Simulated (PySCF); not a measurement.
# CH4ClInO (SMILES C[O][InH][Cl]) at 6 levels

Aim: a comparison of 6 runs (HF/STO-3G, HF/def2-SVP, PBE/STO-3G, BP86/def2-SVPD, PBE/def2-SVPD, TPSS/def2-SVPD) of CH4ClInO. 

The results are computed with PySCF 2.14.0.

### Step 1. The structure to begin with

CH4ClInO has 8 atoms, charge 0, and is taken as a singlet. As SMILES, `C[O][InH][Cl]`. The coordinates come from a PBE0-D4/def2-TZVP relaxation. This is one conformer, not always the lowest.

Bond lengths: C1–O2 1.406 Å, O2–In3 1.962 Å, In3–Cl4 2.332 Å, C1–H5 1.097 Å, C1–H6 1.096 Å, C1–H7 1.096 Å, In3–H8 1.688 Å. Angles: C1–O2–In3 124.2°, O2–In3–Cl4 110.2°, O2–C1–H5 113.5°, O2–C1–H6 109.7°, O2–C1–H7 109.7°, O2–In3–H8 125.6°, Cl4–In3–H8 124.2°, H5–C1–H6 107.9°, H5–C1–H7 107.9°, H6–C1–H7 108.0°.

### Step 2. Energy and forces at HF/STO-3G (run 1)

job.py

```python
import pyscf.grad
from pyscf import gto

mol = gto.M(
    atom='''
C      0.836771     2.343449     0.068975
O      1.034814     0.066329     1.425231
In    -0.691829    -3.077041     0.482069
Cl    -3.080065    -2.465715    -3.170016
H     -0.389662     2.211169    -1.596252
H      0.079180     3.825751     1.301454
H      2.714592     2.940603    -0.569186
H     -0.503801    -5.844734     2.057345
''',
    unit='bohr',
    verbose=4,
    basis='sto-3g',
    max_memory=1860,
)

calc0 = mol.RHF()
calc0.conv_tol = 1e-10
calc0.kernel()
if not calc0.converged:
    calc0 = calc0.newton().run(calc0.mo_coeff, calc0.mo_occ)

energy = calc0.e_tot
print('E = %.10f Eh' % energy)
grad = calc0.Gradients().kernel()
dip = calc0.dip_moment()
pop, q = calc0.mulliken_pop()
```

Launch:

```console
$ OMP_NUM_THREADS=1 python job.py
```

Standard output:

```text
PySCF version 2.14.0

[... 62 lines left out ...]
converged SCF energy = -6251.13453241014
[... 12 lines left out ...]
Dipole moment(X, Y, Z, Debye):  1.13090, -1.12256,  2.12345
[... 59 lines left out ...]
charge of    7H =     -0.15856
```

It took 4.2 s on 1 thread of Arm Neoverse V1, shared host; peak memory 0.12 GiB.

### Step 3. Energy and gradient at HF/def2-SVP (core potential) (run 2)

calc.py

```python
# C[O][InH][Cl]
from pyscf import gto, scf

molecule = gto.M(
    atom='''
C      0.836771     2.343449     0.068975
O      1.034814     0.066329     1.425231
In    -0.691829    -3.077041     0.482069
Cl    -3.080065    -2.465715    -3.170016
H     -0.389662     2.211169    -1.596252
H      0.079180     3.825751     1.301454
H      2.714592     2.940603    -0.569186
H     -0.503801    -5.844734     2.057345
''',
    spin=0,
    basis='def2-svp',
    verbose=4,
    unit='bohr',
    max_memory=1860,
    ecp={'In': 'def2-svp'},
)

mf = scf.RHF(molecule)
mf.conv_tol = 1e-10
mf.kernel()
if not mf.converged:
    mf = mf.newton().run(mf.mo_coeff, mf.mo_occ)

e_tot = mf.e_tot
print('E = %.10f Eh' % e_tot)
grad = mf.nuc_grad_method().kernel()
mf.analyze()
```

Launch:

```console
$ OMP_NUM_THREADS=1 python calc.py
```

Standard output:

```text
PySCF version 2.14.0

[... 81 lines left out ...]
Nuclear Repulsion Energy =             245.621525187968331
[... 13 lines left out ...]
MO #8   energy= -5.42417048706587  occ= 2
[... 11 lines left out ...]
MO #20  energy= -0.628375041623482 occ= 2
[... 11 lines left out ...]
MO #32  energy= 0.165732875122744  occ= 0
[... 11 lines left out ...]
MO #44  energy= 0.576405536604143  occ= 0
[... 11 lines left out ...]
MO #56  energy= 1.08144549164397   occ= 0
[... 11 lines left out ...]
MO #68  energy= 1.76258793925187   occ= 0
[... 11 lines left out ...]
MO #80  energy= 2.65575580944519   occ= 0
[... 11 lines left out ...]
MO #92  energy= 61.6502691249089   occ= 0
[... 103 lines left out ...]
Dipole moment(X, Y, Z, Debye):  0.35796, -1.12399,  1.03602
```

Wall time 8.4 s (1 thread of Arm Neoverse V1, shared host); peak memory 0.19 GiB.

Runs 3 to 5 aren't shown in full; the table further down has their settings and results.

### Step 4. Energy and gradient at TPSS/def2-SVPD (core potential) (run 6)

Edit job.py of step 2 so:

```diff
@@ -1,5 +1,6 @@
+# C[O][InH][Cl]
 import pyscf.grad
-from pyscf import gto
+from pyscf import gto, dft
 
-mol = gto.M(
+system = gto.M(
     atom='''
@@ -14,10 +15,12 @@
 ''',
+    verbose=4,
+    max_memory=1860,
     unit='bohr',
-    verbose=4,
-    basis='sto-3g',
-    max_memory=1860,
+    ecp={'In': 'def2-svp'},
+    basis='def2-svpd',
 )
 
-calc0 = mol.RHF()
+calc0 = dft.RKS(system, xc='tpss')
 calc0.conv_tol = 1e-10
+calc0.grids.level = 5
 calc0.kernel()
@@ -26,4 +29,4 @@
 
-energy = calc0.e_tot
-print('E = %.10f Eh' % energy)
+e_final = calc0.e_tot
+print(f'total energy: {e_final:.8f} hartree')
 grad = calc0.Gradients().kernel()
```

Launch:

```console
$ OMP_NUM_THREADS=1 python job.py
```

Standard output:

```text
PySCF version 2.14.0

[... 83 lines left out ...]
converged SCF energy = -765.853977102611
total energy: -765.85397710 hartree
[... 12 lines left out ...]
Dipole moment(X, Y, Z, Debye):  0.62402, -0.68228,  1.20164
[... 143 lines left out ...]
charge of    7H =      0.04368
```

It took 2.1 min on 1 thread of Arm Neoverse V1, shared host; peak memory 1.5 GiB.

### Step 5. All runs side by side

| run | level | core potential | integration grid | energy (Eh) | dipole moment (D) | HOMO energy (eV) | LUMO energy (eV) | wall time |
| --- | --- | --- | --- | --- | --- | --- | --- | --- |
| 1 | HF/STO-3G | – | – | -6251.134532 | 2.65 | -8.25 | 5.46 | 4.2 s |
| 2 | HF/def2-SVP (core potential) | def2-svp | – | -763.572436 | 1.57 | -11.48 | 1.13 | 8.4 s |
| 3 | PBE/STO-3G | – | 5 | -6253.415337 | 2.33 | -2.99 | 1.11 | 19 s |
| 4 | BP86/def2-SVPD (core potential) | def2-svp | 5 | -766.047347 | 1.51 | -6.51 | -2.45 | 66 s |
| 5 | PBE/def2-SVPD (core potential) | def2-svp | 5 | -765.563132 | 1.52 | -6.40 | -2.36 | 66 s |
| 6 | TPSS/def2-SVPD (core potential) | def2-svp | 5 | -765.853977 | 1.52 | -6.51 | -2.20 | 2.1 min |

### Step 6. What came out

```
                       quantity          value
            run 6: total energy  -765.85398 Eh
           run 6: dipole moment         1.52 D
             run 6: HOMO energy       -6.51 eV
             run 6: LUMO energy       -2.20 eV
           run 6: HOMO–LUMO gap        4.30 eV
run 6: largest force on an atom     0.816 eV/Å
```

The dipole moment (its size) runs from 1.51 D (BP86/def2-SVPD) to 2.65 D (HF/STO-3G). The two ends differ in method and basis and core potential. The HOMO–LUMO gap runs from 4.05 eV (PBE/def2-SVPD) to 13.71 eV (HF/STO-3G). Totals of different functionals can't be ranked against each other. Some runs of one species differ in core potentials or relativity; totals across that change don't compare. In runs 1, 3 the basis is minimal, so the values are rough. In runs 1, 3 relativity is left out where basis or elements ask for it. All runs together took 4.8 min, the longest 2.1 min.
